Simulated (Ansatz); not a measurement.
# CH5OSe: the cost of one run

Program: Ansatz 0.2.0. Level of theory: UKS PBE/def2-SVP. These are calculated values, not measurements.

### Step 1. The starting structure

Bond lengths: O3–C4 1.378 Å, Se2–H5 1.450 Å, C4–H6 1.095 Å, C4–H7 1.098 Å, C4–H8 1.099 Å. Angles: O3–C4–H6 105.5°, O3–C4–H7 112.9°, O3–C4–H8 112.7°, H6–C4–H7 107.9°, H6–C4–H8 108.0°, H7–C4–H8 109.6°.

Structure file:

```xyz
8

H     0.4521   -0.8087   -0.6494
Se    2.3913   -0.7923   -1.1063
O    -0.7674   -0.7915   -0.3188
C    -1.0786    0.3708    0.3521
H     2.6098   -0.0227    0.1033
H    -2.1585    0.3262    0.5291
H    -0.8710    1.2736   -0.2370
H    -0.5777    0.4447    1.3271
```

### Step 2. A restrained relaxation towards end A

Springs on the bonds that form and break draw the guess towards this end; the thresholds are loose.

Input file input.yaml:

```yaml
crystal:
  periodic: [false, false, false]
  atoms:
    - { symbol: H, position_ang: [0.4521, -0.8087, -0.6494] }
    - { symbol: Se, position_ang: [2.3913, -0.7923, -1.1063] }
    - { symbol: O, position_ang: [-0.7674, -0.7915, -0.3188] }
    - { symbol: C, position_ang: [-1.0786, 0.3708, 0.3521] }
    - { symbol: H, position_ang: [2.6098, -0.0227, 0.1033] }
    - { symbol: H, position_ang: [-2.1585, 0.3262, 0.5291] }
    - { symbol: H, position_ang: [-0.871, 1.2736, -0.237] }
    - { symbol: H, position_ang: [-0.5777, 0.4447, 1.3271] }
magnetization:
  spin_polarized: true
  initial_magnetization: 1
basis:
  gaussian: { orbitals: def2-SVP }
hamiltonian:
  xc: pbe
relax:
  f_tol: 0.15
  max_steps: 25
  restrain:
    - { distance: [0, 2], at: 2.27, k: 30.0 }
    - { distance: [1, 0], at: 1.51, k: 30.0 }
```

On the command line:

```console
$ ansatz run input.yaml --threads 2 --pin off --max-ram 3072MiB --backend cpu --events-out ev --progress --plain --runs-dir out
```

What time and memory should one allow on 2 threads of Intel Xeon 6975P-C (Granite Rapids), shared host?

About 18 s, with a peak of 0.19 GiB.
